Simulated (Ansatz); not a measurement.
This script makes an atomisation energy of CH6AlAsSi, SMILES C[As]1[AlH][SiH2]1 with Ansatz 0.2.0 through its Python package.

The script reads `ch6alassi.xyz`:
```text
10

C    -0.81020    1.37230    0.08110
As   -1.32600   -0.46670   -0.32460
Al    0.81470   -0.96060   -1.44440
Si    0.49640   -1.30920    0.88080
H    -1.26870    1.68400    1.04440
H     0.23770    1.60110    0.07580
H    -1.28860    2.07200   -0.69860
H     1.84670   -0.95400   -2.71280
H     0.30010   -2.72350    1.28470
H     1.08100   -0.36650    1.81650
```

`tae_ch6alassi.py`
```python
"""Atomisation energy of CH6AlAsSi at the given geometry."""

from collections import Counter

import ansatz as az


def energy(molecule, charge=0, unpaired=0):
    calc = (
        molecule.calculation()
        .basis(gaussian="def2-SVPD")
        .correlation("MP2")  # correlation on top of the mean field
    )
    if charge:
        calc = calc.charge(charge)
    if unpaired:
        calc = calc.spin("collinear", total=unpaired)
    report = calc.run().report
    if report["published_state_doubts"]:
        print("  doubts:", report["published_state_doubts"])
    return report["free_energy_ev"]

mol = az.Crystal.molecule_from_extxyz("ch6alassi.xyz")

# unpaired electrons of the ground-state atoms
unpaired = {"C": 2, "As": 3, "Al": 1, "Si": 2, "H": 1}
counts = Counter(site.symbol for site in mol.cartesian_sites)
atom_energy = {s: energy(az.Crystal.molecule().atom(s, (0, 0, 0)), 0, unpaired[s]) for s in counts}
whole = energy(mol, 0, 0)
for s, e in atom_energy.items():
    print(f"{s:2s} x{counts[s]}  {e:14.5f} eV")
print(f"CH6AlAsSi: {whole:.5f} eV")
split = sum(counts[s] * e for s, e in atom_energy.items()) - whole
print(f"atomisation energy (no zero-point term): {23.060548 * split:.1f} kcal/mol, {split / sum(counts.values()):.3f} eV an atom")
```

What does it cost to take this molecule apart into atoms?

654.4 kcal/mol from the electronic energies, without the zero-point term.

The output:

Running `python tae_ch6alassi.py` prints:
```text
C  x1     -1025.86273 eV
As x1    -60792.90115 eV
Al x1     -6580.30017 eV
Si x1     -7858.67695 eV
H  x6       -13.58606 eV
CH6AlAsSi: -76367.63695 eV
atomisation energy (no zero-point term): 654.4 kcal/mol, 2.838 eV an atom
```

Reading the output:
- Total energies depend on the basis set; only differences at equal settings carry meaning.
- The geometry is a force-field or estimated start, not a minimum of this method, and the basis set is short of its limit. All parts are taken at fixed geometry, without zero-point energy.
- In double-zeta sets correlated atomisation energies come out some 10 to 15 % low.
- Timing: 6.4 s on 1 thread of Arm Neoverse V2 (shared host), peak memory 0.44 GiB.
